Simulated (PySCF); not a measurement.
# [TaO2Cl2]−: other functionals and bases at one geometry

An exercise on one series of results from a longer session: the logs are not shown, and one member is left open.

Computed with PySCF 2.14.0. Level: several levels, as the steps say, no spin–orbit coupling.

4 further runs of the same task are left out: 2 for a known fault of the program, 2 that didn't finish.

## The starting structure

5 atoms, charge -1, spin multiplicity 1.

Bond lengths: Ta1–O2 1.773 Å, Ta1–O3 1.773 Å, Ta1–Cl4 2.408 Å, Ta1–Cl5 2.408 Å. Angles: O2–Ta1–O3 106.5°, O2–Ta1–Cl4 109.2°, O2–Ta1–Cl5 109.2°, O3–Ta1–Cl4 109.2°, O3–Ta1–Cl5 109.2°, Cl4–Ta1–Cl5 113.2°.

Geometry (Å):

```xyz
5
Cl2O2Ta
Ta    0.0000    0.0000    0.1611
O     1.0043    1.0043    1.2226
O    -1.0043   -1.0043    1.2226
Cl    1.4215   -1.4215   -1.1640
Cl   -1.4215    1.4215   -1.1640
```

Formal oxidation states: Ta +5. An earlier session relaxed this geometry at BP86, Ta def2-SVP with ECP60, O def2-SVP, Cl def2-SVP (singlet, point group C2v).

At BP86 on the finer grid: E = -1128.019496 Eh, HOMO -1.58 eV, LUMO 2.61 eV, Mulliken charge on Ta1 +0.55 e, largest force component 0.017 eV/Å. 

Levels to run: BLYP; HF; PBE; TPSSh; BP86, TZVP; BP86, x2c-SVP. Hardware: 2 threads of Arm Neoverse N1, shared host.

The first run:

Contents of run.py (the lines that set the calculation):

```python
mol = gto.M(atom='''
Ta     0.00000     0.00000     0.16106
O      1.00430     1.00430     1.22256
O     -1.00430    -1.00430     1.22256
Cl     1.42150    -1.42150    -1.16400
Cl    -1.42150     1.42150    -1.16400''',
    basis={'Ta': 'def2-SVP', 'O': 'def2-SVP', 'Cl': 'def2-SVP'},
    ecp={'Ta': 'def2-SVP'},
    charge=-1, spin=0)
mf = dft.RKS(mol, xc='BLYP')
mf.grids.atom_grid = (75, 302)
mf = mf.density_fit()  # fitting sets: Ta def2-universal-JKFIT, O def2-universal-JKFIT, Cl def2-universal-JKFIT
mf.conv_tol = 1e-08; mf.max_cycle = 55
mf.kernel(dm0)  # dm0: the density of the relaxed state
```

Run with:

```console
> OMP_NUM_THREADS=2 python run.py
```

Among the steps run: BLYP; HF; PBE; TPSSh; BP86, TZVP; BP86, x2c-SVP.

One table of the session follows, with a row left open; its other results are not shown here.

| level | HOMO (eV) | gap (eV) | charge on Ta1 (e) | dipole (D) | largest force component (eV/Å) |
| --- | --- | --- | --- | --- | --- |
| BP86 (relaxed here) | -1.58 | 4.19 | 0.55 | 2.06 | 0.02 |
| BLYP | -1.28 | 4.17 | 0.52 | 2.15 | 0.25 |
| HF | ? | ? | ? | ? | ? |
| PBE | -1.47 | 4.19 | 0.54 | 2.05 | 0.07 |
| TPSSh | -2.23 | 5.27 | 0.77 | 2.13 | 0.57 |
| BP86, TZVP | -1.84 | 4.03 | 1.11 | 1.99 | 0.08 |
| BP86, x2c-SVP | -1.76 | 3.98 | 0.39 | 2.10 | 0.79 |

Estimate the missing values for HF.

As computed: HOMO (eV): -7.05; gap (eV): 13.35; charge on Ta1 (e): 1.30; dipole (D): 3.08; largest force component (eV/Å): 3.46. In the column «HOMO (eV)» it is the lowest.

The dipole of a charged species depends on the origin, so these sizes hold for this origin alone.

In one basis the HOMO–LUMO gap runs from 4.17 eV (BLYP) to 13.35 eV (HF). The largest leftover force, 3.46 eV/Å with HF, stands at a geometry relaxed at another level. Total energies of different levels can't be compared.
